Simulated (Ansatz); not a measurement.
# Si16C: the cost of one run

All numbers below are computed with Ansatz 0.2.0 (DFT PBE, plane waves, PAW, scalar-relativistic, collinear spin).

1 further run of the same task is left out (it didn't finish).

### 1 The system as given

The cell holds 17 atoms (CSi16): a = 7.679 Å, b = 7.679 Å, c = 7.679 Å, α = 60.00°, β = 60.00°, γ = 60.00°.

Coordinates:

```
CELL_PARAMETERS angstrom
0.00000 5.43000 5.43000
5.43000 0.00000 5.43000
5.43000 5.43000 0.00000
ATOMIC_POSITIONS crystal
Si 0.00000 0.00000 0.00000
Si 0.12500 0.12500 0.12500
Si 0.00000 0.00000 0.50000
Si 0.12500 0.12500 0.62500
Si 0.00000 0.50000 0.00000
Si 0.12500 0.62500 0.12500
Si 0.00000 0.50000 0.50000
Si 0.12500 0.62500 0.62500
Si 0.50000 0.00000 0.00000
Si 0.62500 0.12500 0.12500
Si 0.50000 0.00000 0.50000
Si 0.62500 0.12500 0.62500
Si 0.50000 0.50000 0.00000
Si 0.62500 0.62500 0.12500
Si 0.50000 0.50000 0.50000
Si 0.62500 0.62500 0.62500
C 0.80494 0.82622 0.30409
```

### 2 Relaxing the start

input.yaml

```yaml
crystal:
  lattice:
    - [0.0, 5.43, 5.43]
    - [5.43, 0.0, 5.43]
    - [5.43, 5.43, 0.0]
  atoms:
    - { symbol: Si, position: [0.0, 0.0, 0.0] }
    - { symbol: Si, position: [0.125, 0.125, 0.125] }
    - { symbol: Si, position: [0.0, 0.0, 0.5] }
    - { symbol: Si, position: [0.125, 0.125, 0.625] }
    - { symbol: Si, position: [0.0, 0.5, 0.0] }
    - { symbol: Si, position: [0.125, 0.625, 0.125] }
    - { symbol: Si, position: [0.0, 0.5, 0.5] }
    - { symbol: Si, position: [0.125, 0.625, 0.625] }
    - { symbol: Si, position: [0.5, 0.0, 0.0] }
    - { symbol: Si, position: [0.625, 0.125, 0.125] }
    - { symbol: Si, position: [0.5, 0.0, 0.5] }
    - { symbol: Si, position: [0.625, 0.125, 0.625] }
    - { symbol: Si, position: [0.5, 0.5, 0.0] }
    - { symbol: Si, position: [0.625, 0.625, 0.125] }
    - { symbol: Si, position: [0.5, 0.5, 0.5] }
    - { symbol: Si, position: [0.625, 0.625, 0.625] }
    - { symbol: C, position: [0.8049437, 0.8262166, 0.3040898], spin: 1.0 }
magnetization:
  spin_polarized: true
basis:
  ecutwfc: 420.0
kpoints:
  mp_grid: { grid: [2, 2, 2] }
hamiltonian:
  xc: pbe
  pseudopotentials: { kind: paw, azcp: { folder: soft_1 } }
scf:
  occupations: { method: fermi_dirac, width: 0.02 }
  lower_state_search: "off"
relax:
  f_tol: 0.08
  max_steps: 25
  adjacent_minimum: "off"
output:
  write_density: true
  write_potential: true
  elf: true
  volumetric_format: npy
```

Run with:

```
$ ansatz run input.yaml --threads 1 --pin off --max-ram 3072MiB --backend cpu --events-out ev --progress --plain --runs-dir out
```

**Question.** How long does this run take on 1 thread of Arm Neoverse V2, shared host, and how much memory does it need?

About 3.9 min, with a peak of 0.68 GiB.
